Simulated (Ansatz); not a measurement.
# Br4Si: the cost of one run

Computed with Ansatz 0.2.0, Gaussian basis. Level: unrestricted cation, the program's frozen cores in correlated methods.

The runs, in order: UKS PBE-D4/def2-TZVPP; UKS r2SCAN-D4/def2-TZVPP; UKS PBE0-D4/def2-TZVPP; UKS B3LYP-D4/def2-TZVPP; UKS B2PLYP/def2-TZVPP; UHF-CCSD(T)/def2-TZVPP; UHF-MP2/def2-QZVPP; extrapolation to the limit; then −ε(HOMO) from the neutral's earlier runs with LDA (SPW92), PBE-D4, revPBE-D4, BLYP-D4, r2SCAN-D4, B97M-V, PBE0-D4, B3LYP-D4, r2SCANh-D4, r2SCAN0-D4, HSE06-D4, BHLYP-D4, CAM-B3LYP-D4, LC-ωPBE, ωB97X-V, ωB97M-V.

2 further runs of the same task are left out: 2 that didn't finish.

### 1 The geometry

The geometry comes from an earlier relaxation with PBE0-D4 in a triple-zeta def2 set; it is a stationary point.

SMILES `Br[Si](Br)(Br)Br`, 5 atoms, charge 0, spin multiplicity 1.

Atoms are counted from 1 here; the program's logs count them from 0.

Bond lengths: Br1–Si2 2.194 Å, Si2–Br3 2.194 Å, Si2–Br4 2.194 Å, Si2–Br5 2.194 Å. Angles: Br1–Si2–Br3 109.5°, Br1–Si2–Br4 109.5°, Br1–Si2–Br5 109.5°, Br3–Si2–Br4 109.5°, Br3–Si2–Br5 109.5°, Br4–Si2–Br5 109.5°.

### 2 Cation, UKS PBE-D4/def2-TZVPP

in.yaml

```yaml
crystal:
  periodic: [false, false, false]
  atoms:
    - {symbol: Br, position_ang: [-1.190215, 0.095809, 1.824986]}
    - {symbol: Si, position_ang: [0.009974, -0.014739, -0.008279]}
    - {symbol: Br, position_ang: [1.848133, -1.145055, 0.388056]}
    - {symbol: Br, position_ang: [-1.144242, -1.022788, -1.578362]}
    - {symbol: Br, position_ang: [0.526250, 2.013073, -0.667801]}
basis:
  gaussian: {orbitals: def2-TZVPP}
total_charge: 1
magnetization: {spin_polarized: true, initial_magnetization: 1}
hamiltonian: {xc: pbe, dispersion: d4}
```

Command:

```
> ansatz run in.yaml --threads 2 --pin off --events-out ev --progress --plain --max-ram 32768MiB --backend cpu
```

**Question.** How long does this run take on 2 threads of AMD EPYC 7R13, shared host, and how much memory does it need?

About 90 s, with a peak of 0.93 GiB.
